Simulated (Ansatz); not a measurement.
# CH5Cl2NbO3: one species, many methods

One table from this session's results is given with a row withheld; the runs are named, their logs left out.

Computed with Ansatz 0.2.0, Gaussian basis. Level: functionals in def2-TZVPP, the program's frozen cores in correlated methods.

Levels to be run: LDA (SPW92), PBE-D4, revPBE-D4, BLYP-D4, r2SCAN-D4, B97M-V, PBE0-D4, B3LYP-D4, r2SCANh-D4, r2SCAN0-D4, HSE06-D4, BHLYP-D4, CAM-B3LYP-D4, LC-ωPBE, ωB97X-V, ωB97M-V, B2PLYP, PBE-QIDH; CCSD(T)/def2-SVP; CCSD(T)/def2-TZVPP; MP2/def2-QZVPP; extrapolation to the limit; RPA on PBE.

1 further run of the same task is left out (set aside as unsound or not needed).

### Structure used throughout

All runs share one geometry, relaxed beforehand with PBE0-D4 in a triple-zeta def2 set. Nb takes the def2 core potential; no spin-orbit term is included.

12 atoms, charge 0, spin multiplicity 1.

Atoms are counted from 1 here; the program's logs count them from 0.

Bond lengths: C1–O2 1.391 Å, C1–H8 1.094 Å, C1–H9 1.093 Å, C1–H10 1.094 Å, O2–Nb3 1.865 Å, Nb3–O4 1.873 Å, Nb3–O5 1.880 Å, Nb3–Cl6 2.305 Å, Nb3–Cl7 2.371 Å, O4–H11 0.962 Å, O5–H12 0.958 Å. Angles: O2–C1–H8 109.7°, O2–C1–H9 109.7°, O2–C1–H10 109.5°, H8–C1–H9 109.4°, H8–C1–H10 109.4°, H9–C1–H10 109.1°, C1–O2–Nb3 152.4°, O2–Nb3–O4 95.1°, O2–Nb3–O5 165.6°, O2–Nb3–Cl6 92.4°, O2–Nb3–Cl7 82.7°, O4–Nb3–O5 94.5°, O4–Nb3–Cl6 113.7°, O4–Nb3–Cl7 120.5°, O5–Nb3–Cl6 93.5°, O5–Nb3–Cl7 83.2°, Cl6–Nb3–Cl7 125.8°, Nb3–O4–H11 120.7° and more.

The first run:

The input, in.yaml:

```yaml
crystal:
  periodic: [false, false, false]
  atoms:
    - {symbol: C, position_ang: [0.659693, -1.034116, 1.784276]}
    - {symbol: O, position_ang: [-0.145424, -0.463994, 0.803344]}
    - {symbol: Nb, position_ang: [-0.409419, 0.603079, -0.703296]}
    - {symbol: O, position_ang: [-1.544796, -0.609703, -1.569220]}
    - {symbol: O, position_ang: [-0.206713, 1.713247, -2.206332]}
    - {symbol: Cl, position_ang: [-1.524403, 2.213686, 0.511000]}
    - {symbol: Cl, position_ang: [1.944601, 0.393394, -0.892895]}
    - {symbol: H, position_ang: [1.709380, -0.975143, 1.480160]}
    - {symbol: H, position_ang: [0.380597, -2.081729, 1.926643]}
    - {symbol: H, position_ang: [0.523761, -0.496162, 2.726795]}
    - {symbol: H, position_ang: [-1.829388, -1.416060, -1.128257]}
    - {symbol: H, position_ang: [0.519112, 2.098501, -2.698020]}
basis:
  gaussian: {orbitals: def2-TZVPP}
hamiltonian: {xc: lda}
output: {orbitals: {seedname: orbitals}}
```

Among the steps run: LDA; PBE-D4 (GGA); revPBE-D4 (GGA); BLYP-D4 (GGA); r2SCAN-D4 (meta-GGA); B97M-V (meta-GGA); PBE0-D4 (hybrid); B3LYP-D4 (hybrid); r2SCANh-D4 (hybrid); r2SCAN0-D4 (hybrid); HSE06-D4 (hybrid); BHLYP-D4 (hybrid); CAM-B3LYP-D4 (range-separated); LC-ωPBE (range-separated); ωB97X-V (range-separated); ωB97M-V (range-separated); B2PLYP (double hybrid); PBE-QIDH (double hybrid).

One table of the session follows, with a row left open; its other results are not shown here.

It belongs to the step «Frontier levels by functional». 

```
  functional  HOMO (eV)  LUMO (eV)  gap (eV)
 LDA (SPW92)      -7.15      -2.93      4.22
      PBE-D4      -6.97      -2.74      4.23
   revPBE-D4      -6.90      -2.66      4.24
     BLYP-D4      -6.82      -2.63      4.19
   r2SCAN-D4      -7.33      -2.70      4.62
      B97M-V      -7.42      -2.68      4.74
     PBE0-D4          ?          ?         ?
    B3LYP-D4      -8.15      -2.24      5.92
  r2SCANh-D4      -7.87      -2.43      5.44
  r2SCAN0-D4      -8.68      -2.00      6.68
    HSE06-D4      -8.03      -2.41      5.62
    BHLYP-D4      -9.77      -1.15      8.62
CAM-B3LYP-D4      -9.83      -0.98      8.85
     LC-ωPBE     -11.24       0.13     11.37
     ωB97X-V     -10.87       0.06     10.94
     ωB97M-V     -10.74       0.03     10.77
```

Estimate the missing values for PBE0-D4.

**Answer.** HOMO (eV): -8.43; LUMO (eV): -2.03; gap (eV): 6.40. In the column «HOMO (eV)» it lies between r2SCAN0-D4 (-8.68) and B3LYP-D4 (-8.15).
